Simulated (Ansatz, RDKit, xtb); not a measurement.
**GeSi3H10: which of the isomers drawn lies lowest?**

Which of a sample of isomers of GeSi3H10 is the most stable in the gas at 298.15 K, and what are its properties? The sample is small against all isomers, and the most stable one of this formula need not be in it.

The funnel: GFN2-xTB relaxations, single points with a density functional, relaxations at B3LYP-D3(BJ)/def2-SVP, harmonic vibrations (at GFN2-xTB), and a last energy at a higher level. All values are calculated.

## (1) Candidates

Isomers were taken from a list of plausible structures; this is a sample, not all of them. That gives 3 candidates.

| label | SMILES | spin |
| --- | --- | --- |
| c085 | [SiH3][SiH]([SiH3])[GeH3] | singlet |
| c370 | [SiH3][GeH]([SiH3])[SiH3] | singlet |
| c440 | [SiH3][SiH2][GeH2][SiH3] | singlet |

Candidates are built by distance geometry, with a force field where one applies, in up to four conformers (letters a to d).

**Question.** With final energies at CCSD(T)/def2-SVP + MP2/def2-TZVPP - MP2/def2-SVP, which structure will this search put lowest in free energy, and by what margin?

| quantity | value |
| --- | --- |
| lowest structure found | [SiH3][GeH]([SiH3])[SiH3], singlet |
| next finalist | [SiH3][SiH2][GeH2][SiH3], singlet, 4.1 kcal/mol higher in G |
| share at equilibrium, among the finalists | 99.9 % |

`[SiH3][GeH]([SiH3])[SiH3]` comes out lowest. Among the finalists first place is clear (4.1 kcal/mol); structures outside the list aren't covered. GFN2-xTB, HF/STO-3G, r2SCAN-D4/def2-SVP, B3LYP-D3(BJ)/def2-SVP, HF/def2-SVP and MP2/def2-SVP already put its bonding pattern lowest among the structures in one piece. Lowest found is not proven lowest: the search is finite, and each finalist counts with one conformer. Only 3 drawn patterns were tried, so whole families of isomers are missing, and the result ranks this sample alone. The lowest isomer need not be the one that is made and kept in a bottle, which depends on barriers.
